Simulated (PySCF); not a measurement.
# C2H8BF2N: the cost of one run

Computed with PySCF 2.14.0, with density-fitted response routines of our own, on a single molecule in the gas phase. Atoms are numbered from 0 throughout.

### Step 1. The starting structure

14 atoms, charge 0, multiplicity 1; geometry from: PBE0-D3(BJ)/def2-SVP.

Bonds of the start (Å): B0–N1 1.63, N1–C2 1.46, C2–C3 1.51, C3–F4 1.35, C3–F5 1.35, B0–H6 1.23, B0–H7 1.23, B0–H8 1.22, N1–H9 1.02, N1–H10 1.02, C2–H11 1.10, C2–H12 1.10, C3–H13 1.10.

### Step 2. Nuclear shieldings: HF/pcSseg-1

The job: settings as JSON, then the geometry in Å.

```
{"job": {"kind": "nmr", "xc": "HF", "basis": "pcSseg-1", "pop": false}, "charge": 0, "multiplicity": 1}
B      1.982819     0.326656     0.101196
N      0.370615     0.522341     0.235021
C     -0.413106    -0.599865    -0.274806
C     -1.891997    -0.358149    -0.112637
F     -2.176973    -0.173748     1.198474
F     -2.236512     0.779567    -0.762733
H      2.242972    -0.677863     0.754242
H      2.195589     0.188098    -1.098199
H      2.475408     1.346044     0.565184
H      0.137215     0.676744     1.218461
H      0.097053     1.375561    -0.257458
H     -0.112907    -1.507415     0.266922
H     -0.163151    -0.746835    -1.334569
H     -2.510424    -1.186542    -0.497412
```

Method: GIAO HF/pcSseg-1 NMR shielding, non-relativistic, gas phase.

On the command line:

```console
OMP_NUM_THREADS=1 python probes_run.py task.json out
```

The driver reads the jobs from task.json and runs them one after another.

Q: Estimate the wall time and peak memory of this first job on 1 thread of Arm Neoverse V2, shared host.

About 4.9 s, with a peak of 0.78 GiB.
